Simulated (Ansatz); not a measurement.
# CH12Si4: the cost of one run

Method: RKS PBE0-D4/STO-3G, in Ansatz 0.2.0.

## Step 1: Starting point

Bond lengths (14 of 16 bonds, heavy atoms first): Si1–C2 1.805 Å, C2–Si3 1.821 Å, Si3–Si4 2.331 Å, Si3–Si5 2.325 Å, Si1–H6 1.519 Å, Si1–H7 1.529 Å, Si1–H8 1.475 Å, C2–H9 1.073 Å, C2–H10 1.112 Å, Si3–H11 1.478 Å, Si4–H12 1.438 Å, Si4–H13 1.554 Å, Si4–H14 1.500 Å, Si5–H15 1.503 Å. Angles (14 of 30 angles, heavy atoms first): Si1–C2–Si3 107.5°, C2–Si3–Si4 115.5°, C2–Si3–Si5 108.9°, Si4–Si3–Si5 101.9°, Si1–C2–H9 110.8°, Si1–C2–H10 112.9°, Si3–C2–H9 110.0°, Si3–C2–H10 110.3°, C2–Si1–H6 109.9°, C2–Si1–H7 110.6°, C2–Si1–H8 115.1°, C2–Si3–H11 112.9°, Si4–Si3–H11 109.7°, Si5–Si3–H11 107.1°.

The coordinates stand in the first input below.

## Step 2: Relaxing end A

File input.yaml:

```yaml
crystal:
  periodic: [false, false, false]
  atoms:
    - { symbol: Si, position_ang: [-1.6993, 0.0445, -1.9415] }
    - { symbol: C, position_ang: [-1.1849, -0.6923, -0.3756] }
    - { symbol: Si, position_ang: [0.5607, -0.2465, -0.1091] }
    - { symbol: Si, position_ang: [0.9415, 1.9453, 0.5882] }
    - { symbol: Si, position_ang: [1.3851, -1.47, 1.688] }
    - { symbol: H, position_ang: [-3.1646, -0.2596, -2.2006] }
    - { symbol: H, position_ang: [-1.6422, 1.5707, -1.8628] }
    - { symbol: H, position_ang: [-0.9046, -0.3636, -3.1151] }
    - { symbol: H, position_ang: [-1.2918, -1.7594, -0.4037] }
    - { symbol: H, position_ang: [-1.804, -0.357, 0.4848] }
    - { symbol: H, position_ang: [1.4162, -0.5542, -1.2739] }
    - { symbol: H, position_ang: [2.3044, 2.1984, 0.9706] }
    - { symbol: H, position_ang: [-0.0461, 2.2231, 1.7555] }
    - { symbol: H, position_ang: [0.45, 2.8738, -0.4827] }
    - { symbol: H, position_ang: [0.5708, -1.1674, 2.9151] }
    - { symbol: H, position_ang: [2.8139, -1.0987, 1.9882] }
    - { symbol: H, position_ang: [1.2758, -2.8873, 1.4146] }
basis:
  gaussian: { orbitals: STO-3G }
hamiltonian:
  xc: pbe0
  dispersion: d4
relax:
  f_tol: 0.015
  max_steps: 40
```

Run with:

```console
ansatz run input.yaml --threads 1 --pin off --max-ram 2048MiB --backend cpu --events-out ev --progress --plain --runs-dir out
```

Q: Estimate wall time and peak memory on 1 thread of an Arm CPU, shared host.

About 48 s, with a peak of 0.14 GiB.
